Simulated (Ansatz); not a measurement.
# TiC: phonons and Grüneisen parameters

How does the lattice vibrate, and how do the modes shift with volume? Displacements sample a 2×2×2 mesh. Runs: reference run (LAPW); volume scaled by 0.970 (LAPW); volume scaled by 1.030 (LAPW); mode Grüneisen parameters (LAPW). Companion runs by PAW are cited.

The COD entry's cell or inner coordinates are ideal or old and differ from later refinements, so a difference from it is no clean test against experiment.

Program: Ansatz 0.2.0. Level of theory: DFT PBEsol, all-electron LAPW, scalar-relativistic unless said. These are calculated values, not measurements.

1 further run of the same task is left out (set aside as unsound or not needed).

### Step 1. The structure to begin with

The structure is cubic, space group Fm-3m (No. 225). Conventional cell: a = 4.294 Å, b = 4.294 Å, c = 4.294 Å, α = 90.00°, β = 90.00°, γ = 90.00°. Ti (site symmetry m-3m) has 6 C at 2.15 Å as nearest neighbours. C (site symmetry m-3m) is surrounded by 6 Ti at 2.15 Å.

Coordinates:

```xyz
2
Lattice="0.0000 2.1468 2.1468 2.1468 0.0000 2.1468 2.1468 2.1468 0.0000" Properties=species:S:1:pos:R:3 pbc="T T T"
Ti    0.0000    0.0000    0.0000
C     2.1468    2.1468    2.1468
```

Cartesian axes are those of the input's lattice vectors. The structure goes back to a database entry.

### Step 2. Reference run, LAPW

Input file input.yaml:

```yaml
crystal:
  lattice:
    - [0.0, 2.14675907271, 2.14675907271]
    - [2.14675907271, 0.0, 2.14675907271]
    - [2.14675907271, 2.14675907271, 0.0]
  atoms:
    - { symbol: Ti, position: [0.0, 0.0, 0.0] }
    - { symbol: C, position: [0.5, 0.5, 0.5] }
kpoints:
  mp_grid: { grid: [16, 16, 16] }
scf:
  occupations: { method: fermi_dirac, width: 0.1 }
hamiltonian:
  xc: pbesol
  pseudopotentials: { kind: all_electron, lapw: { basis_error: 0.0005 } }
phonons:
  qmesh: [2, 2, 2]
  qpath:
    path:
      - [0.0, 0.0, 0.0]
      - [0.5, 0.0, 0.5]
      - [0.625, 0.25, 0.625]
      - [0.375, 0.375, 0.75]
      - [0.0, 0.0, 0.0]
      - [0.5, 0.5, 0.5]
      - [0.5, 0.25, 0.75]
      - [0.5, 0.0, 0.5]
    npoints: 6
  temperatures: { t_min: 0, t_max: 1000, t_step: 100 }
```

Command:

```console
ansatz run input.yaml --threads 2 --pin off --max-ram 5120MiB --backend cpu --events-out ev --progress --plain --runs-dir out
```

### Step 3. Volume scaled by 0.970, LAPW

input.yaml, as its differences from that of step 2:

```diff
@@ -2,5 +2,5 @@
   lattice:
-    - [0.0, 2.14675907271, 2.14675907271]
-    - [2.14675907271, 0.0, 2.14675907271]
-    - [2.14675907271, 2.14675907271, 0.0]
+    - [0.0, 2.12507315497, 2.12507315497]
+    - [2.12507315497, 0.0, 2.12507315497]
+    - [2.12507315497, 2.12507315497, 0.0]
   atoms:
```

### Step 4. Volume scaled by 1.030, LAPW

input.yaml, as its differences from that of step 3:

```diff
@@ -2,5 +2,5 @@
   lattice:
-    - [0.0, 2.12507315497, 2.12507315497]
-    - [2.12507315497, 0.0, 2.12507315497]
-    - [2.12507315497, 2.12507315497, 0.0]
+    - [0.0, 2.16801549544, 2.16801549544]
+    - [2.16801549544, 0.0, 2.16801549544]
+    - [2.16801549544, 2.16801549544, 0.0]
   atoms:
```

(Steps that only read results are left out.)

What does the calculation give? Wanted: highest mode on the mesh, without the LO shift; optical modes at Γ.

As calculated:

```
                                             quantity           value
highest mode on the mesh, without the LO shift (LAPW)        732 cm⁻¹
                                   optical modes at Γ  542 (T1u) cm⁻¹
             mean Grüneisen parameter at 300 K (LAPW)            1.64
```

**Reading.** No mode on the mesh is unstable; the highest lies at 732 cm⁻¹ by LAPW. Weighted by heat capacity at 300 K the mean Grüneisen parameter of the sampled modes is 1.64, which points to expansion on heating. PAW differs from LAPW by at most 0.3 cm⁻¹. Each set of modes is computed in the harmonic approximation. Cautions: responses of metals move with mesh and smearing.
